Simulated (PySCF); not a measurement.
# C2H10BNSi: the cost of one run

Computed with PySCF 2.14.0, with density-fitted response routines of our own, on a single molecule in the gas phase. Atoms count from 0, in the outputs and in this text.

## (1) The starting structure

15 atoms, charge 0, multiplicity 1; geometry from: GFN2-xTB. The atoms were then displaced at random by about 0.01 Å, so the start is not that level's minimum.

Bonds of the start (Å): C0–B1 1.55, B1–C2 1.58, B1–Si3 2.00, Si3–N4 1.72, C0–H5 1.12, C0–H6 1.09, C0–H7 1.08, C2–H8 1.06, C2–H9 1.09, C2–H10 1.10, Si3–H11 1.47, Si3–H12 1.48, N4–H13 1.01, N4–H14 1.01.

## (2) Optimising the geometry at PBE0-D3(BJ)/def2-SVP

What the job is given:

```
{"job": {"xc": "PBE0", "basis": "def2-SVP", "d3": "d3bj", "grid": 1, "shake": 0.01, "kind": "geom"}, "charge": 0, "multiplicity": 1}
C     -1.657200     0.659040     0.978690
B     -0.574550    -0.065010     0.136890
C     -1.024280    -0.884380    -1.139370
Si     1.353700     0.006860     0.673820
N      2.283770     0.120420    -0.772420
H     -1.657410     1.745600     0.693710
H     -2.684830     0.337790     0.790900
H     -1.482920     0.667600     2.043490
H     -1.959590    -0.575540    -1.543500
H     -0.258850    -0.899200    -1.911400
H     -1.131440    -1.924740    -0.807660
H      1.851470    -1.221520     1.313630
H      1.633300     1.082350     1.644580
H      2.008960     0.814360    -1.446880
H      3.284540     0.118980    -0.661720
```

Started as:

```console
$ OMP_NUM_THREADS=1 python probes_run.py task.json out
```

The driver reads the jobs from task.json and runs them one after another.

Q: Estimate the wall time and peak memory of this first job on 1 thread of Arm Neoverse V1, shared host.

About 63 s, with a peak of 0.52 GiB.
